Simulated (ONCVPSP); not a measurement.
**Ga: generating and testing an ONCV potential**

Do these settings give a usable potential? It is generated, then checked for transferability, scattering, ghosts and hardness.

The numbers are computed with ONCVPSP 4.0.1 (PBE, scalar-relativistic, spin-unpolarised reference atom).

## Step 1: The design

The settings as typed:

| Item | Value |
| --- | --- |
| element | gallium (Ga, Z = 31) |
| type | optimised norm-conserving Vanderbilt (ONCV) |
| frozen core | [Ar] |
| valence charge | 13 |
| reference configuration | 3d10 4s2 4p1 |
| partial waves | 4s: rc 1.95 bohr, ncon 3, nbas 6, qcut 2.8 1/bohr, 2 projectors, debl 0.7 Ha; 4p: rc 2.65 bohr, ncon 4, nbas 7, qcut 3.2 1/bohr, 2 projectors, debl 1.7 Ha; 3d: rc 0.80 bohr, ncon 4, nbas 9, qcut 18 1/bohr, 2 projectors, debl 0.4 Ha |
| local potential | polynomial inside 0.55 bohr (lpopt 5, dvloc0 0 Ha) |
| core correction | not asked for |

An earlier all-electron run gives the scale for the radii.

All-electron outer shells of the reference configuration (PBE, scalar-relativistic, ld1.x):

```json
{"shell": "3s", "level (eV)": "-148.13", "outermost node (bohr)": "0.27", "outermost maximum (bohr)": "0.56"}
{"shell": "3p", "level (eV)": "-98.86", "outermost node (bohr)": "0.24", "outermost maximum (bohr)": "0.56"}
{"shell": "3d", "level (eV)": "-19.15", "outermost node (bohr)": "–", "outermost maximum (bohr)": "0.53"}
{"shell": "4s", "level (eV)": "-8.95", "outermost node (bohr)": "0.81", "outermost maximum (bohr)": "1.90"}
{"shell": "4p", "level (eV)": "-2.58", "outermost node (bohr)": "0.87", "outermost maximum (bohr)": "2.53"}
```

## Step 2: The generation run

File Ga.dat:

```
# ATOM AND REFERENCE CONFIGURATION
# atsym  z   nc   nv     iexc    psfile
  Ga 31.00    5    3        4      upf
#
#   n    l    f
    1    0    2.00
    2    0    2.00
    2    1    6.00
    3    0    2.00
    3    1    6.00
    3    2   10.00
    4    0    2.00
    4    1    1.00
#
# PSEUDOPOTENTIAL AND OPTIMIZATION
# lmax
    2
#
#   l,   rc,      ep,       ncon, nbas, qcut
    0    1.95    0.00    3    6    2.80
    1    2.65    0.00    4    7    3.20
    2    0.80    0.00    4    9   18.00
#
# LOCAL POTENTIAL
# lloc, lpopt,  rc(5),   dvloc0
    4    5    0.55    0.00
#
# VANDERBILT-KLEINMAN-BYLANDER PROJECTORs
# l, nproj, debl
    0    2    0.70
    1    2    1.70
    2    2    0.40
#
# MODEL CORE CHARGE
# icmod, fcfact, rcfact
    0    0.00    0.00
#
# LOG DERIVATIVE ANALYSIS
# epsh1, epsh2, depsh
   -2.00    5.00    0.02
#
# OUTPUT GRID
# rlmax, drl
    6.00    0.01
#
# TEST CONFIGURATIONS
# ncnf
    4
# nvcnf
#   n    l    f
    3
    3    2   10.00
    4    0    2.00
    4    1    0.00
#
    3
    3    2   10.00
    4    0    1.00
    4    1    0.00
#
    3
    3    2   10.00
    4    0    0.00
    4    1    0.00
#
    3
    3    2    9.00
    4    0    2.00
    4    1    1.00
#
```

Launch:

```sh
oncvpsp.x < Ga.dat > Ga.out
```

What does the calculation give? Wanted: cutoffs for 1 and 0.1 mHa per electron, occupied waves; bound ghosts; GHOST(+) flags; largest test error; largest phase difference near zero energy, channels read; projector energies reset by the program.

**Answer**, as computed:

```
                                                quantity                                        value
  cutoffs for 1 and 0.1 mHa per electron, occupied waves                            137 Ha and 152 Ha
                                            bound ghosts              s at -398.58 eV, p at -87.75 eV
                                          GHOST(+) flags                                  s at 139 eV
                            largest test error (AE − PS)  -147 meV, for 3d9 4s2 4p1 (1 test unsolved)
largest phase difference near zero energy, channels read                                    0.000 rad
                 projector energies reset by the program                          d: -0.704, 0.250 Ha
```

What this shows: A bound ghost (s, p) makes it unfit for use: electrons can fall into a state that the atom doesn't have. By total energies transferability is poor: the largest error is 147 meV on 27.7 eV, for 3d9 4s2 4p1. Of the tests 1 gave no usable energy difference, which is a warning in itself. The potential is very hard: the looser tolerance needs 137 Ha. At the looser tolerance the 3d wave is the slowest; 4s needs 18 Ha. Near zero energy the phases of the channels with partial waves agree within 0.001 rad. The program also flags highly localised states, GHOST(+) (s). These are tests on the free atom; a crystal test is still owed.
